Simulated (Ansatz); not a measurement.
**CH5FOSi (SMILES CO[SiH2]F): B2PLYP/def2-SVP**

Aim: the energy change on altering one bond length of CH5FOSi at B2PLYP/def2-SVP, from 2 runs. 

The calculation is run with Ansatz 0.2.0.

128 further runs of the same task are left out: 128 set aside as unsound or not needed. Runs told in other sessions of the task aren't counted.

## Step 1: The system as given

The species is CH5FOSi (9 atoms), meant as a singlet with charge 0. As SMILES, `CO[SiH2]F`. The coordinates come from a PBE0-D4/def2-TZVP relaxation. This is one conformer, not always the lowest.

Bond lengths: C1–O2 1.412 Å, O2–Si3 1.623 Å, Si3–F4 1.598 Å, C1–H5 1.094 Å, C1–H6 1.091 Å, C1–H7 1.096 Å, Si3–H8 1.474 Å, Si3–H9 1.483 Å. Some angles: C1–O2–Si3 125.2°, O2–Si3–F4 111.1°, O2–C1–H5 110.6°, O2–C1–H6 108.3°, O2–C1–H7 111.7°, O2–Si3–H8 106.8°, O2–Si3–H9 110.6°, F4–Si3–H8 108.2°, F4–Si3–H9 105.9°, H5–C1–H6 108.8°.

## Step 2: The energy at B2PLYP/def2-SVP

run.yaml reads:

```yaml
crystal:
  periodic: [false, false, false]
  atoms:
    - {symbol: C, position_ang: [-0.280200, 1.150700, -0.688400]}
    - {symbol: O, position_ang: [-0.743600, -0.064200, -0.138000]}
    - {symbol: Si, position_ang: [0.168900, -1.127700, 0.679900]}
    - {symbol: F, position_ang: [1.202000, -1.865200, -0.290100]}
    - {symbol: H, position_ang: [0.189600, 0.979000, -1.660800]}
    - {symbol: H, position_ang: [-1.135900, 1.813600, -0.823000]}
    - {symbol: H, position_ang: [0.443400, 1.643500, -0.029000]}
    - {symbol: H, position_ang: [-0.748200, -2.141700, 1.231900]}
    - {symbol: H, position_ang: [0.992400, -0.434200, 1.700300]}
basis:
  gaussian: {orbitals: def2-SVP}
hamiltonian: {xc: {name: B2PLYP}}
correlation: {frozen_orbitals: {C: 1, F: 1, H: 0, O: 1, Si: 5}}
accuracy: high
output: {orbitals: {seedname: orbitals}}
```

Started as:

```
$ ansatz run run.yaml --threads 1 --pin off --max-ram 3480MiB --events-out events.jsonl --progress --plain --runs-dir runs
```

What it wrote:

```text
Warning: RAYON_NUM_THREADS=1 ignored (pool sized by the plan → 1); use --threads N
Functional definition: B2PLYP
  name "B2PLYP"
  parameter a = 0.53
  parameter c = 0.27
  exchange = (1 - a)*b88_x + a*exact_x
  correlation = (1 - c)*lyp_c + c*(mp2_os + mp2_ss)
1923 factors; integrals over basis functions are off by at most 3.8e-9 eV
mean field evaluation 1: about -13737.6968 eV, gradient 4.2e1 eV
mean field evaluation 2: about -13738.0925 eV, gradient 4.2e1 eV
mean field evaluation 4: about -13741.2408 eV, gradient 3.3e0 eV
mean field evaluation 8: about -13741.2763 eV, gradient 3.7e-1 eV
mean field evaluation 16: about -13741.2766 eV, gradient 1.3e-5 eV
mean field -13741.27655905 eV, -504.9825993732 hartree, gradient 3.0e-8 eV, S^2 0.000000; 0 other end points of the search recorded, 0 dependent functions left out
8 core orbitals not correlated: weight in the atoms' cores, before any rotation towards them, 1.000 or more for the frozen orbitals, at most 0.000 for the correlated occupied ones
reference -13741.27658385 eV, -504.9826002846 hartree; 13, 13 occupied and 64, 64 virtual orbitals, 1923 factors
second order -20.00798586 eV of doubles, -0.00000000 eV of singles
Total energy: -13746.67874003 eV, -505.1811258626 hartree
```

It took 11 s on 1 thread of Arm Neoverse V2, shared host; peak memory 0.27 GiB.

## Step 3: The distorted shape at the same level

run.yaml reads:

```yaml
basis:
  gaussian:
    orbitals: def2-SVP
crystal:
  periodic: [false, false, false]
  atoms:
    - {symbol: C, position_ang: [-0.553946, 1.469745, -0.933766]}
    - {symbol: O, position_ang: [-1.017346, 0.254845, -0.383366]}
    - {symbol: Si, position_ang: [0.168900, -1.127700, 0.679900]}
    - {symbol: F, position_ang: [1.202000, -1.865200, -0.290100]}
    - {symbol: H, position_ang: [-0.084146, 1.298045, -1.906166]}
    - {symbol: H, position_ang: [-1.409646, 2.132645, -1.068366]}
    - {symbol: H, position_ang: [0.169654, 1.962545, -0.274366]}
    - {symbol: H, position_ang: [-0.748200, -2.141700, 1.231900]}
    - {symbol: H, position_ang: [0.992400, -0.434200, 1.700300]}
hamiltonian:
  xc: {name: B2PLYP}
correlation:
  frozen_orbitals: {C: 1, F: 1, H: 0, O: 1, Si: 5}
accuracy: high
output:
  orbitals: {seedname: orbitals}
```

Started as:

```
$ ansatz run run.yaml --threads 1 --pin off --max-ram 3480MiB --events-out events.jsonl --progress --plain --runs-dir runs
```

What it wrote, shortened:

```text
Warning: RAYON_NUM_THREADS=1 ignored (pool sized by the plan → 1); use --threads N
[... 2 set-up lines as earlier in the session ...]
[...]
1889 factors; integrals over basis functions are off by at most 8.4e-9 eV
[...]
mean field -13739.38945286 eV, -504.9132495000 hartree, gradient 9.1e-9 eV, S^2 0.000000; 0 other end points of the search recorded, 0 dependent functions left out
8 core orbitals not correlated: weight in the atoms' cores, before any rotation towards them, 1.000 or more for the frozen orbitals, at most 0.000 for the correlated occupied ones
reference -13739.38947931 eV, -504.9132504721 hartree; 13, 13 occupied and 64, 64 virtual orbitals, 1889 factors
second order -20.59505117 eV of doubles, -0.00000000 eV of singles
Total energy: -13744.95014313 eV, -505.1176010982 hartree
```

It took 11 s on 1 thread of Arm Neoverse V2, shared host; peak memory 0.26 GiB.

## Step 4: Outcome

At B2PLYP/def2-SVP, 8 core orbitals frozen:

| quantity | value |
| --- | --- |
| first shape: total energy | -505.18113 Eh |
| first shape: HOMO energy (SCF part's orbitals) | -10.18 eV |
| first shape: LUMO energy (SCF part's orbitals) | 2.66 eV |
| first shape: HOMO–LUMO gap (SCF part's orbitals) | 12.84 eV |
| distorted shape: total energy | -505.11760 Eh |
| distorted shape: HOMO energy (SCF part's orbitals) | -8.68 eV |
| distorted shape: LUMO energy (SCF part's orbitals) | 0.91 eV |
| distorted shape: HOMO–LUMO gap (SCF part's orbitals) | 9.59 eV |
| energy change with the O2–Si3 bond stretched from 1.623 to 2.109 Å | 1.729 eV |

In words: With the O2–Si3 bond stretched from 1.623 to 2.109 Å the energy rises by 1.73 eV (40 kcal/mol). The first shape isn't relaxed at this level, so the change isn't measured from a minimum.
